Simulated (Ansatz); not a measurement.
# HfCl (sextet): wave-function methods side by side at distance Hf1–Cl2 = 2.524 Å, def2-SVP

One table from this session's results is given with a row withheld; the runs are named, their logs left out.

Method: def2-SVP, core rule «outside noble gas», up to 9 orbitals frozen; program: Ansatz 0.2.0, Gaussian basis.

The runs, in order: UHF; CCSD(T) on ROHF; CCSD(T) on UHF; CISD; CCSDT(Q) on ROHF; CCSDT(Q) on UHF; CASSCF and MRCISD+Q, 7 electrons in 7 orbitals; CASSCF and NEVPT2, 7 electrons in 7 orbitals.

45 further runs of the same task are left out: 22 for a known fault of the program, 2 for a mislabelled method, 17 that didn't finish, 4 set aside as unsound or not needed.

## The system

The geometry derives from a PBE0/def2-TZVP stationary point (not a proven minimum). One bond is set to the value named and the two fragments are kept rigid. No spin-orbit coupling is included. Elements past krypton take def2 core potentials.

2 atoms, charge 0, spin multiplicity 6.

Atoms are counted from 1 here; the program's logs count them from 0.

Bond lengths: Hf1–Cl2 2.524 Å.

The first run:

Contents of in.yaml:

```yaml
crystal:
  periodic: [false, false, false]
  atoms:
    - {symbol: Hf, position_ang: [0.000000, 0.000000, 0.000000]}
    - {symbol: Cl, position_ang: [0.000000, 0.000000, 2.524000]}
basis:
  gaussian: {orbitals: def2-SVP}
magnetization: {spin_polarized: true, initial_magnetization: 5}
hamiltonian: {xc: hf}
output: {orbitals: {seedname: orbitals}}
```

Command:

```sh
$ ansatz run in.yaml --threads 1 --pin off --events-out ev --progress --plain --max-ram 2393MiB
```

Steps of the session up to this table: UHF; CCSD(T) on ROHF; CCSD(T) on UHF; CISD; CCSDT(Q) on ROHF; CCSDT(Q) on UHF; CASSCF and MRCISD+Q, 7 electrons in 7 orbitals; CASSCF and NEVPT2, 7 electrons in 7 orbitals.

One table of the session follows, with a row left open; its other results are not shown here.

| method | from RCCSDT(Q) (meV) |
| --- | --- |
| ROHF | +4662.8 |
| UHF | +4442.8 |
| RMP2 | +704.4 |
| UMP2 | +621.9 |
| RCCSD | +91.3 |
| UCCSD | -9.6 |
| RCCSD(T) | ? |
| UCCSD(T) | -73.9 |
| RCCSDT | +6.3 |
| UCCSDT | -90.7 |
| RCCSDT(Q) | 0 |
| UCCSDT(Q) | -96.8 |
| CASSCF pair | +4352.8 |
| NEVPT2 pair | +809.2 |
| MRCISD pair | +311.0 |
| MRCISD+Q pair | +27.1 |

Q: Estimate the row for RCCSD(T) from the others.

The run gave: from RCCSDT(Q) (meV): +24.0. In the column «from RCCSDT(Q) (meV)» it lies between RCCSDT (+6.3) and MRCISD+Q pair (+27.1).

Not comparable, so not listed: CISD (they don't share determinant, frozen orbitals or solution with the rows shown, or repeat one).

Caveats from the session: Restricted and unrestricted rows rest on different reference determinants; where their highest levels disagree by more than a few hundredths of an eV, they describe different states and don't form one ladder.
